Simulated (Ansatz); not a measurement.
# C₂H₆ClGa: one species, many methods

How much do the methods differ for C₂H₆ClGa? The plan is to run it at one geometry with functionals of several rungs and with coupled cluster. The yardstick is the atomisation energy at the CCSD(T) limit.

Program: Ansatz 0.2.0, Gaussian basis. Level of theory: functionals in def2-TZVPP, the program's frozen cores in correlated methods. These are calculated values, not measurements.

Levels to be run: LDA (SPW92), PBE-D4, revPBE-D4, BLYP-D4, r2SCAN-D4, B97M-V, PBE0-D4, B3LYP-D4, r2SCANh-D4, r2SCAN0-D4, HSE06-D4, BHLYP-D4, CAM-B3LYP-D4, LC-ωPBE, ωB97X-V, ωB97M-V, B2PLYP, PBE-QIDH; CCSD(T)/def2-SVP; CCSD(T)/def2-TZVPP; MP2/def2-QZVPP; extrapolation to the limit; RPA on PBE.

**1. The geometry**

The geometry comes from an earlier relaxation with PBE0-D4 in a triple-zeta def2 set; it is a stationary point, not always the lowest conformer.

SMILES `[CH3][Ga]([CH3])[Cl]`, 10 atoms, charge 0, spin multiplicity 1.

Atoms are counted from 1 here; the program's logs count them from 0.

Bond lengths: C1–Ga2 1.956 Å, C1–H5 1.089 Å, C1–H6 1.093 Å, C1–H7 1.093 Å, Ga2–C3 1.956 Å, Ga2–Cl4 2.171 Å, C3–H8 1.089 Å, C3–H9 1.093 Å, C3–H10 1.093 Å. Angles: Ga2–C1–H5 110.8°, Ga2–C1–H6 110.4°, Ga2–C1–H7 110.1°, H5–C1–H6 109.1°, H5–C1–H7 108.9°, H6–C1–H7 107.4°, C1–Ga2–C3 130.6°, C1–Ga2–Cl4 114.7°, C3–Ga2–Cl4 114.7°, Ga2–C3–H8 110.8°, Ga2–C3–H9 110.2°, Ga2–C3–H10 110.4°, H8–C3–H9 109.0°, H8–C3–H10 109.1°, H9–C3–H10 107.4°.

**2. LDA**

This LDA is Slater exchange with PW92 correlation.

Contents of in.yaml:

```yaml
crystal:
  periodic: [false, false, false]
  atoms:
    - {symbol: C, position_ang: [-0.537034, 1.464885, -0.882027]}
    - {symbol: Ga, position_ang: [-0.407259, -0.328756, -0.111441]}
    - {symbol: C, position_ang: [0.982549, -1.137456, 1.003119]}
    - {symbol: Cl, position_ang: [-2.076636, -1.638137, -0.573412]}
    - {symbol: H, position_ang: [-1.476501, 1.587636, -1.419666]}
    - {symbol: H, position_ang: [-0.472395, 2.222329, -0.097183]}
    - {symbol: H, position_ang: [0.292066, 1.638425, -1.572624]}
    - {symbol: H, position_ang: [0.714252, -2.157294, 1.276355]}
    - {symbol: H, position_ang: [1.934621, -1.152231, 0.466745]}
    - {symbol: H, position_ang: [1.129436, -0.550702, 1.913131]}
basis:
  gaussian: {orbitals: def2-TZVPP}
hamiltonian: {xc: lda}
output: {orbitals: {seedname: orbitals}}
```

On the command line:

```bash
$ ansatz run in.yaml --threads 2 --pin off --events-out ev --progress --plain --max-ram 32768MiB --backend cpu
```

Further steps of the session: PBE-D4 (GGA); revPBE-D4 (GGA); BLYP-D4 (GGA); r2SCAN-D4 (meta-GGA); B97M-V (meta-GGA); B3LYP-D4 (hybrid); r2SCANh-D4 (hybrid); r2SCAN0-D4 (hybrid); HSE06-D4 (hybrid); BHLYP-D4 (hybrid); CAM-B3LYP-D4 (range-separated); LC-ωPBE (range-separated); ωB97X-V (range-separated); ωB97M-V (range-separated); B2PLYP (double hybrid); PBE-QIDH (double hybrid); CCSD(T) in def2-SVP; CCSD(T) in def2-TZVPP; MP2 in def2-QZVPP; RPA on PBE orbitals.

Before running them: what should the planned runs give, taken together? Wanted: atomisation energy, CCSD(T)/CBS; farthest beyond LDA; mean size of error, GGA; mean size of error, meta-GGA; mean size of error, hybrid; mean size of error, range-separated; mean size of error, double hybrid; gap, smallest and largest; T1 diagnostic.

The runs gave:

```
                               quantity                                                                                                                              value
        atomisation energy, CCSD(T)/CBS                                                                                                                     834.2 kcal/mol
functionals within 8.3 kcal/mol (1.0 %)  PBE-D4, r2SCAN-D4, B97M-V, PBE0-D4, B3LYP-D4, r2SCANh-D4, r2SCAN0-D4, HSE06-D4, CAM-B3LYP-D4, LC-ωPBE, ωB97X-V, ωB97M-V, PBE-QIDH
                    farthest beyond LDA                                                                                                          BHLYP-D4 (-20.9 kcal/mol)
                mean size of error, GGA                                                                                                                      11.0 kcal/mol
           mean size of error, meta-GGA                                                                                                                       0.8 kcal/mol
             mean size of error, hybrid                                                                                                                       6.1 kcal/mol
    mean size of error, range-separated                                                                                                                       2.4 kcal/mol
      mean size of error, double hybrid                                                                                                                       6.7 kcal/mol
              gap, smallest and largest                                                                                          4.77 eV (LDA (SPW92)), 11.77 eV (LC-ωPBE)
                          T1 diagnostic                                                                                                                             0.0107
triples share of the correlation energy                                                                                                                              3.9 %
```

The LDA atomisation energy is off by 100.2 kcal/mol (12 %): it overbinds. PBE-D4 misses by +4.9 kcal/mol. Double hybrids carry the basis error of their MP2 part in triple zeta, and no dispersion term here, so their miss is partly the set-up's. The rungs meta-GGA, range-separated, hybrid, double hybrid miss on average by less than the doubt on the reference (8.3 kcal/mol), so they tie. The reference freezes the cores and leaves out relativity and excitations past (T), and its outer-core shells are covered unevenly, so misses under about 8.3 kcal/mol can't be ranked. Hartree-Fock recovers 76 % of the binding; the rest is correlation. CCSD(T) in def2-SVP is off by -40.5 kcal/mol, more than most functionals: a good method in a small basis is no reference. Orbital gaps span 4.8 to 11.8 eV; exact exchange widens them. Correlated methods include outer-core shells of Ga, which these sets cover unevenly.
